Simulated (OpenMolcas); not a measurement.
# Pd⁵⁺ among point charges: CASSCF and CASPT2 levels and susceptibility

Aim: the splitting of the states of Pd⁵⁺ in the field of 6 point charges, its lowest levels with spin-orbit coupling and its magnetic susceptibility.

Program: OpenMolcas 26.06. Level of theory: state-averaged CASSCF and CASPT2, spin-orbit coupling by RASSI with atomic mean-field integrals. These are calculated values, not measurements, unless marked.

### 1 What is computed

| Property | Result |
| --- | --- |
| Species | Pd⁵⁺ (palladium, Z = 46, 41 electrons) |
| Basis | ANO-RCC-VDZP [6s5p3d1f], 43 functions |
| Scalar Hamiltonian | DKH2, point nucleus |
| Inactive shells | 1s 2s 2p 3s 3p 3d 4s 4p |
| Active space | 5 electrons in 5 orbitals (4d) |
| Some configurations of this space | 4d⁵ |
| Orbitals | optimised for each spin and parity, averaged over all roots |

The outer shells:

4d5
```
4d [↑ ][↑ ][↑ ][↑ ][↑ ]
```

The ion sits among 6 point charges of -1.36 e arranged as a tetragonal octahedron (D4h), 1.97 Å from the ion, with the axial distance 1.891 Å.

Each step is its own input file, run in one work folder so that later steps find the files of earlier ones. Labels, J, g values, rates, χT and fits are worked out afterwards by a script from the matrices that RASSI stores. The input lists half of the charges; inversion (Group=XYZ) makes the rest.

### 2 Basis and integrals

a.inp

```
&GATEWAY
Coord
1

Pd 0.0 0.0 0.0
Basis=ANO-RCC-VDZP
Group=XYZ
NoMove
AngMom=0.0 0.0 0.0
AMFI
XField
3 Angstrom 0
1.970000 0.000000 0.000000 -1.360000
0.000000 1.970000 0.000000 -1.360000
0.000000 0.000000 1.891200 -1.360000
&SEWARD
```

Run with:

```
$ OMP_NUM_THREADS=1 MOLCAS_MEM=1689 MOLCAS_PROJECT=a pymolcas a.inp > a.log
```

### 3 CASSCF: sextets of even parity, 1 root

a.inp

```
&RASSCF
FileOrb=start.orb
Symmetry=1
Spin=6
nActEl=5 0 0
Inactive=9 9
Ras2=5 0
CIRoot=1 1 1
SDav=1
CIMx=300
Iter=120 100
PrWF=0.3
OrbListing=Nothing
MaxOrb=0
>>> COPY $Project.JobIph JOB001
```

start.orb holds the contracted functions of the basis, ordered by shell, or the orbitals of the step before.

### 4 CASSCF: quartets of even parity, 24 roots

a.inp

```
&RASSCF
FileOrb=start.orb
Symmetry=1
Spin=4
nActEl=5 0 0
Inactive=9 9
Ras2=5 0
CIRoot=24 24 1
SDav=24
CIMx=300
Iter=120 100
PrWF=0.3
OrbListing=Nothing
MaxOrb=0
>>> COPY $Project.JobIph JOB002
```

### 5 CASSCF: doublets of even parity, 75 roots

a.inp

```
&RASSCF
FileOrb=start.orb
Symmetry=1
Spin=2
nActEl=5 0 0
Inactive=9 9
Ras2=5 0
CIRoot=75 75 1
SDav=75
CIMx=300
Iter=120 100
PrWF=0.3
OrbListing=Nothing
MaxOrb=0
>>> COPY $Project.JobIph JOB003
```

### 6 State interaction with spin-orbit coupling

a.inp

```
&RASSI
NrOfJobIphs=3 1 24 75
1
1 2 3 4 5 6 7 8 9 10 11 12 13 14 15 16 17 18 19 20 21 22 23 24
1 2 3 4 5 6 7 8 9 10 11 12 13 14 15 16 17 18 19 20 21 22 23 24 25 26 27
28 29 30 31 32 33 34 35 36 37 38 39 40 41 42 43 44 45 46 47 48 49 50 51
52 53 54 55 56 57 58 59 60 61 62 63 64 65 66 67 68 69 70 71 72 73 74 75
IphNames
JOB001
JOB002
JOB003
EJob
SpinOrbit
DIPRint=1.0
SOCoupling=1000.0
Subsets=2
Property=9
'ANGMOM' 1 'ANGMOM' 2 'ANGMOM' 3 'MLTPL  1' 1 'MLTPL  1' 2 'MLTPL  1' 3
'AMFI' 1 'AMFI' 2 'AMFI' 3
SOProperty=3
'ANGMOM' 1 'ANGMOM' 2 'ANGMOM' 3
```

### 7 CASPT2: IPEA 0.25, imaginary shift 0.1 (closed shells correlated: 4s 4p)

a.inp

```
>>> COPY JOB001 $Project.JobIph
&CASPT2
Multistate=1 1
Frozen=8 6
IPEA=0.25
Imaginary=0.1
MaxIter=60
WThr=0.0 0.3 0.05
PrWF=0.5
NoMix
>>> COPY JOB002 $Project.JobIph
&CASPT2
Multistate=24 1 2 3 4 5 6 7 8 9 10 11 12 13 14 15 16 17 18 19 20 21 22
23 24
NoMult
Frozen=8 6
IPEA=0.25
Imaginary=0.1
MaxIter=60
WThr=0.0 0.3 0.05
PrWF=0.5
NoMix
>>> COPY JOB003 $Project.JobIph
&CASPT2
Multistate=75 1 2 3 4 5 6 7 8 9 10 11 12 13 14 15 16 17 18 19 20 21 22
23 24 25 26 27 28 29 30 31 32 33 34 35 36 37 38 39 40 41 42 43 44 45 46
47 48 49 50 51 52 53 54 55 56 57 58 59 60 61 62 63 64 65 66 67 68 69 70
71 72 73 74 75
NoMult
Frozen=8 6
IPEA=0.25
Imaginary=0.1
MaxIter=60
WThr=0.0 0.3 0.05
PrWF=0.5
NoMix
```

(Steps that only read results are left out.)

Before running it: what results should come out? Wanted: spin-free ground state; lowest level; next level.

**Answer**, as computed:

| quantity | value |
| --- | --- |
| method | SS-CASPT2, IPEA 0.25, imaginary shift 0.1 (closed shells correlated: 4s 4p) |
| spin-free ground state | 6A1, 1-fold in its orbital part |
| lowest level | 2-fold E3/2, g = 0.24, 0.24, 9.97 |
| next level | 4.3 cm⁻¹ |
| χT at 300 K | 4.36 cm³ K/mol |
| effective moment at 300 K | 5.90 μB |

Cost by method:

```tsv
method	time of its own steps	time with the reference
A. CASSCF	26 s	26 s
B. SS-CASPT2, IPEA 0.25, imaginary shift 0.1, +4s 4p	6.6 s	32 s
```

Times are of one thread on a shared host.

What this shows: The spin-free ground state (6A1) comes to 100 % from free-ion S terms and keeps the highest spin of the shell. χT at 300 K is 4.36, against 4.39 cm³ K/mol for the spin alone, as a half-filled shell (L = 0) has no orbital moment. An active space of the d shell alone favours high spin; real ions in strong fields can be low spin. The field of point charges can differ much from that of real complexes. With metal d orbitals alone active, the gaps between spin states are rough; where two lie within a few thousand cm-1, their order is open. Point charges carry no covalency, so the field is a model and not that of real ligands.
